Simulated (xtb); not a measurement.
# C3H9MoN (MoNMe3) at GFN1-xTB

Wanted: a geometry optimisation of C3H9MoN (MoNMe3). 

The results are computed with xtb 6.7.1.

5 further runs of the same task are left out: 5 set aside as unsound or not needed.

### Step 1. The system as given

The species is C3H9MoN (14 atoms), meant as a singlet with charge 0. As SMILES, `[CH3][Mo]([CH3])([CH3])#[N]`. The shape comes from GFN2-xTB, which is rough for such elements, and wasn't checked as a minimum. The run starts from this shape.

Bond lengths: Mo1–N2 1.718 Å, Mo1–C3 2.136 Å, Mo1–C7 2.136 Å, Mo1–C11 2.137 Å, C3–H4 1.103 Å, C3–H5 1.108 Å, C3–H6 1.105 Å, C7–H8 1.104 Å, C7–H9 1.108 Å, C7–H10 1.104 Å, C11–H12 1.105 Å, C11–H13 1.103 Å, C11–H14 1.108 Å. Some angles: N2–Mo1–C3 103.0°, N2–Mo1–C7 103.1°, N2–Mo1–C11 103.0°, C3–Mo1–C7 115.1°, C3–Mo1–C11 115.1°, C7–Mo1–C11 115.0°, Mo1–C3–H4 113.8°, Mo1–C3–H5 111.3°, Mo1–C3–H6 111.2°, Mo1–C7–H8 112.5°.

### Step 2. A structure relaxation at GFN1-xTB

Contents of struc.tmol:

```
$coord
      0.006878603094      0.006708527742      0.662216725853  mo
      0.021939720307      0.016383925501      3.908029214771  n
      3.936148339506      0.028572659004     -0.264202609484  c
      4.993261133621      1.605681390833      0.595018064861  h
      4.227676388752      0.142409760752     -2.334662140669  h
      4.877496511227     -1.714170567648      0.396351157379  h
     -1.989711533880      3.394307167792     -0.250691067693  c
     -3.937773503973      3.399806270814      0.495542881661  h
     -2.119554615903      3.665010435144     -2.322813557868  h
     -1.073874664841      5.093511104533      0.538760918131  h
     -1.941240058783     -3.417664182692     -0.224480566344  c
     -3.908199290122     -3.379964146506      0.473036243516  h
     -1.069830650934     -5.111614680806      0.620737237417  h
     -2.023216378069     -3.728958767202     -2.292842501531  h
$end
```

Command:

```bash
$ xtb struc.tmol --gfn 1 --opt vtight | tee out.txt
```

**Question.** What will come out? Wanted: total energy at the end; dipole moment; HOMO energy; LUMO energy; HOMO–LUMO gap; dispersion energy.

**Answer.** As computed:

At GFN1-xTB:

```
               quantity          value
total energy at the end   -16.35878 Eh
          dipole moment         7.01 D
            HOMO energy      -11.21 eV
            LUMO energy       -8.60 eV
          HOMO–LUMO gap        2.61 eV
      dispersion energy  -14.09 kJ/mol
```

What this shows: At the final geometry: Bond lengths: Mo1–N2 1.724 Å, Mo1–C3 2.124 Å, Mo1–C7 2.124 Å, Mo1–C11 2.124 Å, C3–H4 1.094 Å, C3–H5 1.097 Å, C3–H6 1.095 Å, C7–H8 1.095 Å, C7–H9 1.097 Å, C7–H10 1.095 Å, C11–H12 1.095 Å, C11–H13 1.094 Å, C11–H14 1.097 Å. Some angles: N2–Mo1–C3 101.8°, N2–Mo1–C7 101.8°, N2–Mo1–C11 101.8°, C3–Mo1–C7 116.0°, C3–Mo1–C11 115.9°, C7–Mo1–C11 115.9°, Mo1–C3–H4 112.7°, Mo1–C3–H5 109.8°, Mo1–C3–H6 111.8°, Mo1–C7–H8 112.4°. The optimisation took 18 steps and changed the energy by -0.025 eV.
